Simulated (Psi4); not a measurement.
**CASSCF(5,5)/6-31G(d) (spherical functions, nat orbs yes) run of GeH3O (SMILES [OH][GeH2])**

Aim: a single-point energy of GeH3O. 

Program for the calculation: Psi4 1.11.

### Step 1. Starting point

GeH3O has 5 atoms, charge 0, and is taken as a doublet. SMILES: `[OH][GeH2]`. The coordinates come from a PBE0-D4/def2-TZVP relaxation. This is one conformer, not always the lowest.

Bond lengths: O1–Ge2 1.786 Å, O1–H3 0.960 Å, Ge2–H4 1.546 Å, Ge2–H5 1.557 Å. Angles: O1–Ge2–H4 103.8°, O1–Ge2–H5 108.9°, Ge2–O1–H3 112.6°, H4–Ge2–H5 111.8°.

### Step 2. The energy at CASSCF(5,5)/6-31G(d) (spherical functions, nat orbs yes)

Contents of job.inp:

```
memory 1.6 GB

molecule system {
  0 2
  O      0.355500    -1.075800     0.460700
  Ge    -0.520100     0.416100     0.017700
  H      1.097400    -0.907600     1.046500
  H     -1.396800    -0.014400    -1.180300
  H      0.513900     1.508000    -0.385900
  symmetry c1
  no_reorient
  no_com
}

set basis 6-31G*
set reference rohf
set scf_type pk
set restricted_docc [19]
set mcscf_type conv
set mcscf_algorithm ts
set mcscf_maxiter 60
set active [5]
set nat_orbs true
set mcscf_r_convergence 0.0001
set mcscf_e_convergence 1e-07
set puream true
set soscf true

E = energy("casscf")
```

On the command line:

```
$ psi4 -n 1 job.inp job.out
```

job.out:

```text
[...]
  Running in c1 symmetry.
[...]
  Nuclear repulsion =  113.083763680620223
[...]
  Multiplicity = 2
[...]
  Nalpha       = 22
  Nbeta        = 21
[...]
    Number of basis functions: 52
[...]
   @ROHF iter   1: -2150.60308925058962   -3.44785e+00   3.12637e-02 DIIS
[...]
   @ROHF iter   7: -2151.64829153205028   -9.09495e-13   4.41902e-11 SOSCF, nmicro=conv
[...]
    Orbital Energies [Eh]
    ---------------------
    Doubly Occupied:
       1A   -405.263162     2A    -52.198045     3A    -46.288580
       4A    -46.287794     5A    -46.287748     6A    -20.551721
       7A     -7.225255     8A     -5.199544     9A     -5.199197
      10A     -5.198518    11A     -1.657263    12A     -1.651655
      13A     -1.650867    14A     -1.648121    15A     -1.647848
      16A     -1.305335    17A     -0.724691    18A     -0.619337
      19A     -0.516167    20A     -0.503563    21A     -0.462088
    Singly Occupied:
      22A     -0.138058
[...]
Warning: iopen=0,opentype!=closed. Making iopen=1
[...]
      Warning! Maxstep = 0.54, scaling to 0.50
   @MCSCF  2:  -2151.655450314203   -6.3871e-03  1.24e-03  3.64e-08    9    1  TS
[...]
   @MCSCF Final Energy: -2151.681147284059989
[...]
    Warning: Norm of correction (root 0) is < 1.0E-13
   @CI  1:     0  -2151.681147284061   0.0000E+00   5.7327E-13 c
   ==> Energetics <==
    SCF energy =         -2151.648291532050280
    Total MCSCF energy = -2151.681147284059989
[...]
 Multipole Moments:
 ------------------------------------------------------------------------------------
     Multipole            Electronic (a.u.)      Nuclear  (a.u.)        Total (a.u.)
 ------------------------------------------------------------------------------------
 L = 1.  Multiply by 2.5417464519 to convert [e a0] to [Debye]
 Dipole X            :         25.8959448          -25.6713625            0.2245823
 Dipole Y            :         -9.3930826           10.0057219            0.6126393
 Dipole Z            :         -6.7666032            7.0530248            0.2864216
 Magnitude           :                                                    0.7126019
[...]
```

Wall time 2.7 s (1 thread of Intel Xeon 6975P-C (Granite Rapids), shared host); peak memory 0.22 GiB.

### Step 3. What came out

At CASSCF(5,5)/6-31G* (spherical functions, nat orbs yes):

```
                          quantity           value
                      total energy  -2151.68115 Eh
dipole moment (correlated density)          1.81 D
```
